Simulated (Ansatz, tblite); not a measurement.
# The cluster Si9+: competing shapes

Aim: relax the candidate shapes of the cluster Si9+ that a cheap search turned up, and see how the levels of theory order them.

Program: Ansatz 0.2.0, Gaussian basis. Level of theory: relaxed with PBE-D4/def2-SVP, doublet. These are calculated values, not measurements.

2 further runs of the same task are left out: 2 set aside as unsound or not needed. Runs told in other sessions of the task aren't counted.

### Step 1. Where the work starts

9 atoms, charge 1, spin multiplicity 2.

Atoms are counted from 1 here; the program's logs count them from 0.

Bond lengths: Si1–Si4 2.221 Å, Si1–Si8 2.225 Å, Si2–Si3 2.219 Å, Si2–Si7 2.224 Å, Si3–Si6 2.218 Å, Si4–Si9 2.217 Å, Si5–Si7 2.223 Å, Si5–Si9 2.218 Å, Si6–Si8 2.221 Å. Angles: Si4–Si1–Si8 136.2°, Si3–Si2–Si7 138.9°, Si2–Si3–Si6 144.0°, Si1–Si4–Si9 141.9°, Si7–Si5–Si9 140.4°, Si3–Si6–Si8 143.0°, Si2–Si7–Si5 134.7°, Si1–Si8–Si6 136.4°, Si4–Si9–Si5 144.2°.

The ion is computed in the gas phase, without counter-ions or solvent.

A search from random starts with GFN2-xTB found 16 distinct shapes; 2 go on here. The structure above is candidate A, which lies 0.00 eV above the lowest at that level; B lies 0.30 eV above the lowest at that level.

### Step 2. Relaxing candidate A

in.yaml reads:

```yaml
crystal:
  periodic: [false, false, false]
  atoms:
    - {symbol: Si, position_ang: [-0.462530, 3.054720, -1.321460]}
    - {symbol: Si, position_ang: [1.099930, -2.384000, 1.970010]}
    - {symbol: Si, position_ang: [1.917970, -0.372260, 2.426490]}
    - {symbol: Si, position_ang: [-1.596250, 1.444900, -2.349490]}
    - {symbol: Si, position_ang: [-1.510680, -2.611760, -1.188200]}
    - {symbol: Si, position_ang: [1.840060, 1.768750, 1.853390]}
    - {symbol: Si, position_ang: [-0.271100, -3.343540, 0.505240]}
    - {symbol: Si, position_ang: [0.984870, 3.176450, 0.364180]}
    - {symbol: Si, position_ang: [-2.002270, -0.733250, -2.260150]}
basis:
  gaussian: {orbitals: def2-SVP}
total_charge: 1
magnetization: {spin_polarized: true, initial_magnetization: 1}
hamiltonian: {xc: pbe, dispersion: d4}
scf: {lower_state_search: "off"}
output: {orbitals: {seedname: orbitals}}
relax: {f_tol: 0.03, max_steps: 70}
```

Run with:

```sh
$ ansatz run in.yaml --threads 4 --pin off --events-out ev --progress --plain --max-ram 6963MiB
```

The program printed (excerpt; [...] marks lines left out):

```text
Functional definition: PBE
  name "PBE"
  cite "Perdew, Burke & Ernzerhof, Phys. Rev. Lett. 77, 3865 (1996) doi:10.1103/PhysRevLett.77.3865"
  parent pbe
[...]
1764 factors; their error is unknown
[...]
mean field -70824.30630409 eV, -2602.7452502362 hartree, gradient 6.5e-6 eV, S^2 0.761620; 0 other end points of the search recorded, 0 dependent functions left out
[...]
reference -70824.30634589 eV, -2602.7452517722 hartree; 63, 62 occupied and 99, 100 virtual orbitals, 1764 factors
relax step   1: F+E_penalty+E_count = -70825.01969453 eV  Δ(F+E_penalty+E_count) = +0.000e0 eV  max|allowed force component| = 6.989e-1 eV/Å  Δτ_max = 0.0000 Å  (93 SCF iters, accepted)
[...]
relax step   8: F+E_penalty+E_count = -70826.75350665 eV  Δ(F+E_penalty+E_count) = -5.191e-1 eV  max|allowed force component| = 7.129e-1 eV/Å  Δτ_max = 0.1950 Å  (48 SCF iters, accepted)
[...]
relax step  15: F+E_penalty+E_count = -70830.56874219 eV  Δ(F+E_penalty+E_count) = -4.820e-1 eV  max|allowed force component| = 5.347e-1 eV/Å  Δτ_max = 0.1949 Å  (40 SCF iters, accepted)
[...]
relax step  22: F+E_penalty+E_count = -70831.28989033 eV  Δ(F+E_penalty+E_count) = -5.374e-2 eV  max|allowed force component| = 3.954e-1 eV/Å  Δτ_max = 0.1990 Å  (32 SCF iters, accepted)
[...]
relax step  29: F+E_penalty+E_count = -70831.77499784 eV  Δ(F+E_penalty+E_count) = -8.695e-4 eV  max|allowed force component| = 3.498e-2 eV/Å  Δτ_max = 0.0388 Å  (27 SCF iters, accepted)
[...]
relax step  30: F+E_penalty+E_count = -70831.77584463 eV  Δ(F+E_penalty+E_count) = -8.468e-4 eV  max|allowed force component| = 1.140e-2 eV/Å  Δτ_max = 0.0141 Å  (28 SCF iters, accepted)
Total energy: -70831.77588635 eV, -2603.0197523211 hartree
Atom 0 at    -0.895125     2.746806    -0.195055 Å, force     0.004079    -0.003123     0.002825 eV/Å
Atom 1 at     0.701247    -1.747770     1.398978 Å, force     0.002763    -0.007667     0.004245 eV/Å
Atom 2 at     1.489752    -0.722677    -0.581243 Å, force    -0.001229    -0.000385     0.004991 eV/Å
Atom 3 at    -0.776788     0.635012    -1.119322 Å, force     0.000571    -0.008543    -0.011401 eV/Å
Atom 4 at    -1.032775    -1.657683    -0.293492 Å, force    -0.002791     0.006892    -0.006245 eV/Å
Atom 5 at     1.028740     1.385075     0.390635 Å, force    -0.003056     0.004690    -0.001339 eV/Å
Atom 6 at    -1.286055    -2.976069     1.608345 Å, force     0.007084     0.009185    -0.001167 eV/Å
Atom 7 at     0.827192     3.487509     1.245169 Å, force    -0.001296     0.000031     0.005345 eV/Å
Atom 8 at    -0.056188    -1.150191    -2.454005 Å, force    -0.006124    -0.001081     0.002747 eV/Å
Dipole moment:    -0.035515     0.032603     0.061131 e Å
Checks for a lower state left out: stability, starts, cluster_reference, orbital_swaps, neighbouring_geometries, increment
```

Wall time 1.8 min (4 threads of Arm Neoverse V2, shared host).

Step by step:

```
step  energy from step 1 (eV)  largest force component (eV/Å)
   1                   0.0000                          0.6989
   2                  -0.1604                          0.2698
   3                  -0.2499                          0.2451
   4                  -0.3823                          0.3287
   5                  -0.5758                          0.4095
   6                  -0.8460                          0.4869
   7                  -1.2147                          0.5627
   8                  -1.7338                          0.7129
   9                  -2.3018                          0.7992
  10                  -2.9388                          0.8592
  11                  -3.4361                          0.7615
  12                  -3.9899                          0.6630
  13                  -4.5186                          0.8995
  14                  -5.0670                          0.9869
  15                  -5.5490                          0.5347
  16                  -5.8701                          0.2923
  17                  -5.9741                          0.3928
  18                  -6.0579                          0.2832
  19                  -6.1266                          0.2796
  20                  -6.1742                          0.2234
  21                  -6.2165                          0.3635
  22                  -6.2702                          0.3954
  23                  -6.3728                          0.3403
  24                  -6.4989                          0.2957
  25                  -6.6219                          0.2697
  26                  -6.7262                          0.3742
  27                  -6.7408                          0.2134
  28                  -6.7544                          0.0751
  29                  -6.7553                          0.0350
  30                  -6.7562                          0.0114
```

Close pairs (by a distance rule), those that changed most:

```
   bond  before (Å)  after (Å)  change (Å)
Si3–Si9       6.121      2.466      -3.655
Si4–Si6       5.439      2.470      -2.968
Si4–Si5       4.220      2.450      -1.770
Si1–Si6       4.127      2.429      -1.699
Si2–Si5       4.104      2.425      -1.679
Si5–Si9       2.218      2.425      +0.207
Si3–Si6       2.218      2.366      +0.149
Si2–Si3       2.219      2.365      +0.146
```

### Step 3. Relaxing candidate B

in.yaml reads:

```yaml
crystal:
  periodic: [false, false, false]
  atoms:
    - {symbol: Si, position_ang: [-0.877880, 1.968150, -0.482930]}
    - {symbol: Si, position_ang: [0.063730, -3.198250, 0.389270]}
    - {symbol: Si, position_ang: [1.223280, 2.448290, 0.058450]}
    - {symbol: Si, position_ang: [3.047180, 0.099850, 0.859220]}
    - {symbol: Si, position_ang: [-1.832130, -2.176320, -0.258290]}
    - {symbol: Si, position_ang: [-2.855890, 1.054010, -0.939780]}
    - {symbol: Si, position_ang: [3.379060, 2.367600, 0.677820]}
    - {symbol: Si, position_ang: [-3.658130, -1.087320, -0.914350]}
    - {symbol: Si, position_ang: [1.510780, -1.476000, 0.610590]}
basis:
  gaussian: {orbitals: def2-SVP}
total_charge: 1
magnetization: {spin_polarized: true, initial_magnetization: 1}
hamiltonian: {xc: pbe, dispersion: d4}
scf: {lower_state_search: "off"}
output: {orbitals: {seedname: orbitals}}
relax: {f_tol: 0.03, max_steps: 70}
```

The command is unchanged.

The program printed (excerpt; [...] marks lines left out):

```text
Functional definition: PBE
  name "PBE"
  cite "Perdew, Burke & Ernzerhof, Phys. Rev. Lett. 77, 3865 (1996) doi:10.1103/PhysRevLett.77.3865"
  parent pbe
[...]
1764 factors; their error is unknown
[...]
mean field -70826.08075641 eV, -2602.8104601562 hartree, gradient 2.2e-6 eV, S^2 0.775062; 0 other end points of the search recorded, 0 dependent functions left out
[...]
reference -70826.08079879 eV, -2602.8104617137 hartree; 63, 62 occupied and 99, 100 virtual orbitals, 1764 factors
relax step   1: F+E_penalty+E_count = -70826.89348097 eV  Δ(F+E_penalty+E_count) = +0.000e0 eV  max|allowed force component| = 1.965e0 eV/Å  Δτ_max = 0.0000 Å  (60 SCF iters, accepted)
[...]
relax step  13: F+E_penalty+E_count = -70831.15405371 eV  Δ(F+E_penalty+E_count) = -3.881e-2 eV  max|allowed force component| = 3.372e-1 eV/Å  Δτ_max = 0.1944 Å  (33 SCF iters, accepted)
[...]
Atom 0 at     0.793948     1.162777     1.623502 Å, force     0.000204    -0.010122    -0.009635 eV/Å
Atom 1 at    -0.601297    -3.281264     0.945907 Å, force    -0.003558    -0.006501     0.001326 eV/Å
Atom 2 at    -0.129999     2.281414    -0.514654 Å, force     0.014703     0.028187    -0.000143 eV/Å
Atom 3 at     0.925170     0.034369    -0.772494 Å, force     0.015379    -0.006110     0.002983 eV/Å
Atom 4 at    -0.797079    -1.709833    -0.840334 Å, force     0.000609    -0.009650    -0.008510 eV/Å
Atom 5 at    -1.491979     0.487770     0.515904 Å, force    -0.023247     0.000813     0.006871 eV/Å
Atom 6 at     2.337866     1.859265    -0.282707 Å, force    -0.012526     0.000138    -0.002530 eV/Å
Atom 7 at    -1.313680     0.336267    -2.014527 Å, force    -0.001086    -0.002856     0.002592 eV/Å
Atom 8 at     0.277050    -1.170756     1.339401 Å, force     0.009522     0.006102     0.007045 eV/Å
Dipole moment:     0.024936    -0.191962     0.001623 e Å
Checks for a lower state left out: stability, starts, cluster_reference, orbital_swaps, neighbouring_geometries, increment
```

Wall time 2.7 min (4 threads of Arm Neoverse V2, shared host).

Along the way: (not every step is listed) (the energy doesn't fall at every step)

```
step  energy from step 1 (eV)  largest force component (eV/Å)
   1                   0.0000                          1.9651
   2                  -1.0774                          1.3225
   3                  -2.0326                          1.3893
   4                  -2.7178                          1.2596
   5                  -3.3211                          1.0823
   6                  -3.8493                          0.6175
   7                  -3.9117                          0.9065
   8                  -3.9452                          0.7182
   9                  -4.0452                          0.3312
  12                  -4.2218                          0.2127
  15                  -4.3487                          0.3508
  18                  -4.4554                          0.1604
  21                  -4.5067                          0.1871
  24                  -4.5141                          0.0271
  27                  -4.5743                          0.1971
  30                  -4.9782                          0.3233
  33                  -5.1030                          0.1367
  36                  -5.3252                          0.2226
  39                  -5.6085                          0.1798
  42                  -5.6993                          0.1263
  44                  -5.7407                          0.1168
  45                  -5.7505                          0.0893
  46                  -5.7299                          0.4601
  47                  -5.7593                          0.0558
  48                  -5.7604                          0.1038
  49                  -5.7616                          0.0282
```

The force was under the threshold of 0.03 eV/Å already at step 24, but the program went on to step 49.

Close pairs (by a distance rule), those that changed most:

```
   bond  before (Å)  after (Å)  change (Å)
Si4–Si8       7.037      2.578      -4.459
Si4–Si5       5.499      2.452      -3.047
Si6–Si9       5.279      2.561      -2.719
Si3–Si6       4.425      2.477      -1.948
Si1–Si9       4.332      2.407      -1.925
Si1–Si4       4.550      2.652      -1.898
Si1–Si7       4.430      2.550      -1.880
Si5–Si9       3.524      2.489      -1.035
```

### Step 4. The relaxed candidates

```
candidate  point group  bonds (count, mean Å)  energy above the lowest (kJ/mol)
        A           C1         Si–Si 14, 2.38                              84.8
        B           C1         Si–Si 18, 2.50                               0.0
```

### Step 5. Candidate A, GFN1-xTB

Tight binding, by tblite at 300 K electronic temperature and without a spin-polarisation term:

```python
tblite.interface.Calculator('GFN1-xTB', numbers, positions, charge=1, uhf=1).singlepoint()
```

Energy -427.0141 eV; 0.018 s.

### Step 6. Candidate A, GFN2-xTB

Tight binding, by tblite at 300 K electronic temperature and without a spin-polarisation term:

```python
tblite.interface.Calculator('GFN2-xTB', numbers, positions, charge=1, uhf=1).singlepoint()
```

Energy -402.2533 eV; 0.032 s.

### Step 7. Candidate A, PBE0-D4/def2-TZVP

start.molden holds the orbitals of an earlier run on this state, given as this run's starting guess.

in.yaml reads:

```yaml
crystal:
  periodic: [false, false, false]
  atoms:
    - {symbol: Si, position_ang: [-0.895125, 2.746806, -0.195055]}
    - {symbol: Si, position_ang: [0.701247, -1.747770, 1.398978]}
    - {symbol: Si, position_ang: [1.489752, -0.722677, -0.581243]}
    - {symbol: Si, position_ang: [-0.776788, 0.635012, -1.119322]}
    - {symbol: Si, position_ang: [-1.032775, -1.657683, -0.293492]}
    - {symbol: Si, position_ang: [1.028740, 1.385075, 0.390635]}
    - {symbol: Si, position_ang: [-1.286055, -2.976069, 1.608345]}
    - {symbol: Si, position_ang: [0.827192, 3.487509, 1.245169]}
    - {symbol: Si, position_ang: [-0.056188, -1.150191, -2.454005]}
basis:
  gaussian: {orbitals: def2-TZVP, initial_orbitals: start.molden}
total_charge: 1
magnetization: {spin_polarized: true, initial_magnetization: 1}
hamiltonian: {xc: pbe0, dispersion: d4}
scf: {omitted_lower_state_checks: [starts]}
output: {orbitals: {seedname: orbitals}}
```

Same command.

The program printed:

```text
Functional definition: PBE0
  name "PBE0"
  cite "Adamo & Barone, J. Chem. Phys. 110, 6158 (1999) doi:10.1063/1.478522"
  cite "Perdew, Burke & Ernzerhof, Phys. Rev. Lett. 77, 3865 (1996) doi:10.1103/PhysRevLett.77.3865"
  parent pbe
  parameter a = 0.25
  parameter kappa = 0.804
  parameter beta = 0.06672455060314922
  exchange = (1 - a)*pbe_x(kappa = kappa, mu = beta*pi^2/3) + a*exact_x
  correlation = pbe_c(beta = beta)
these checks for a lower state are left out or cut short: starts
2412 factors; their error is unknown
mean field evaluation 1: about -70748.2761 eV, gradient 1.8e2 eV
mean field evaluation 2: about -70781.3256 eV, gradient 4.9e1 eV
mean field evaluation 4: about -70838.3633 eV, gradient 2.0e1 eV
mean field evaluation 8: about -70860.2532 eV, gradient 4.1e0 eV
mean field -70860.82834557 eV, -2604.0874105051 hartree, gradient 2.7e-5 eV, S^2 0.777398; 0 other end points of the search recorded, 0 dependent functions left out
reference -70860.82837898 eV, -2604.0874117329 hartree; 63, 62 occupied and 270, 271 virtual orbitals, 2412 factors
Total energy: -70861.59840904 eV, -2604.1157098156 hartree
Checks for a lower state left out: starts
```

Run time: 71 s. Hardware: 4 threads of Arm Neoverse V2, shared host; peak memory 2.3 GiB.

From the report: HOMO -9.77 eV, LUMO -7.94 eV (over both spins); ⟨S²⟩ 0.777 (pure: 0.75).

### Step 8. Candidate A, PBE-D4/def2-TZVP

in.yaml, as its differences from that of step 7:

```diff
@@ -16,4 +16,4 @@
 magnetization: {spin_polarized: true, initial_magnetization: 1}
-hamiltonian: {xc: pbe0, dispersion: d4}
+hamiltonian: {xc: pbe, dispersion: d4}
 scf: {omitted_lower_state_checks: [starts]}
-output: {orbitals: {seedname: orbitals}}
+output: {forces: true, orbitals: {seedname: orbitals}}
```

The command is unchanged.

The program printed (excerpt; [...] marks lines left out):

```text
Functional definition: PBE
  name "PBE"
  cite "Perdew, Burke & Ernzerhof, Phys. Rev. Lett. 77, 3865 (1996) doi:10.1103/PhysRevLett.77.3865"
  parent pbe
[...]
2268 factors; their error is unknown
[...]
mean field -70855.65986847 eV, -2603.8974724750 hartree, gradient 2.3e-5 eV, S^2 0.759484; 0 other end points of the search recorded, 0 dependent functions left out
[...]
reference -70855.65991283 eV, -2603.8974741054 hartree; 63, 62 occupied and 270, 271 virtual orbitals, 2268 factors
Total energy: -70856.53516296 eV, -2603.9296389543 hartree
Atom 0 at    -0.895125     2.746806    -0.195055 Å, force     0.128512    -0.043532     0.068386 eV/Å
Atom 1 at     0.701247    -1.747770     1.398978 Å, force    -0.122474     0.052150    -0.100742 eV/Å
Atom 2 at     1.489752    -0.722677    -0.581243 Å, force    -0.181747     0.001977     0.017949 eV/Å
Atom 3 at    -0.776788     0.635012    -1.119322 Å, force     0.189204    -0.103687     0.035025 eV/Å
Atom 4 at    -1.032775    -1.657683    -0.293492 Å, force     0.134007     0.012351     0.013858 eV/Å
Atom 5 at     1.028740     1.385075     0.390635 Å, force    -0.128083     0.007808    -0.041036 eV/Å
Atom 6 at    -1.286055    -2.976069     1.608345 Å, force     0.106543     0.103645    -0.079480 eV/Å
Atom 7 at     0.827192     3.487509     1.245169 Å, force    -0.068371    -0.105300    -0.082504 eV/Å
Atom 8 at    -0.056188    -1.150191    -2.454005 Å, force    -0.057591     0.074589     0.168546 eV/Å
Dipole moment:    -0.027281     0.011876     0.048393 e Å
Checks for a lower state left out: starts
```

It took 15 s on 4 threads of Arm Neoverse V2, shared host; peak memory 0.94 GiB.

Report: HOMO -9.00 eV, LUMO -8.52 eV (over both spins); ⟨S²⟩ 0.759 (pure: 0.75).

### Step 9. Candidate A, r2SCAN-D4/def2-TZVP

in.yaml, as its differences from that of step 8:

```diff
@@ -16,4 +16,4 @@
 magnetization: {spin_polarized: true, initial_magnetization: 1}
-hamiltonian: {xc: pbe, dispersion: d4}
+hamiltonian: {xc: r2scan, dispersion: d4}
 scf: {omitted_lower_state_checks: [starts]}
-output: {forces: true, orbitals: {seedname: orbitals}}
+output: {orbitals: {seedname: orbitals}}
```

Launched as before.

The program printed:

```text
Functional definition: r2SCAN
  name "r2SCAN"
  cite "Furness, Kaplan, Ning, Perdew & Sun, J. Phys. Chem. Lett. 11, 8208 (2020) doi:10.1021/acs.jpclett.0c02405"
  cite "Furness, Kaplan, Ning, Perdew & Sun, J. Phys. Chem. Lett. 11, 9248 (2020) doi:10.1021/acs.jpclett.0c03077"
  parent r2scan
  parameter k0 = 0.174
  parameter k1 = 0.065
  parameter a1 = 4.9479
  exchange = r2scan_x(k0 = k0, k1 = k1, a1 = a1)
  correlation = r2scan_c
these checks for a lower state are left out or cut short: starts
2268 factors; their error is unknown
mean field evaluation 1: about -70884.0447 eV, gradient 8.7e0 eV
mean field evaluation 2: about -70884.1470 eV, gradient 2.2e-1 eV
mean field evaluation 4: about -70884.0912 eV, gradient 7.4e-3 eV
mean field evaluation 8: about -70884.0912 eV, gradient 1.9e-5 eV
mean field -70884.09122345 eV, -2604.9423054991 hartree, gradient 1.9e-5 eV, S^2 0.782599; 0 other end points of the search recorded, 0 dependent functions left out
reference -70884.09124306 eV, -2604.9423062198 hartree; 63, 62 occupied and 270, 271 virtual orbitals, 2268 factors
Total energy: -70884.28660247 eV, -2604.9494855455 hartree
Checks for a lower state left out: starts
```

Wall time 35 s (4 threads of Arm Neoverse V2, shared host); peak memory 1.1 GiB.

Report: HOMO -9.25 eV, LUMO -8.46 eV (over both spins); ⟨S²⟩ 0.783 (pure: 0.75).

### Step 10. A against B

The energies of B at these levels come from its own runs, whose logs aren't repeated here.

```
              level  A above B (kJ/mol)     time
           GFN1-xTB               +11.9  0.034 s
           GFN2-xTB              -152.7  0.062 s
   PBE-D4/def2-TZVP              +101.2     30 s
r2SCAN-D4/def2-TZVP               +91.0  2.3 min
  PBE0-D4/def2-TZVP              +103.1  3.4 min
```

Times add the two runs; a level without a time comes out of a correlated run.

### Step 11. Summary of results

| quantity | value |
| --- | --- |
| A above B, range of the levels free of doubt, tight binding aside | +91.0 to +103.1 kJ/mol |
| levels that put A lower | GFN2-xTB |

In words: The levels disagree on A and B: 1 of 5 put A lower. The search was small, so a lower isomer may exist. Only doublets are compared; another spin may lie lower and prefer another shape.
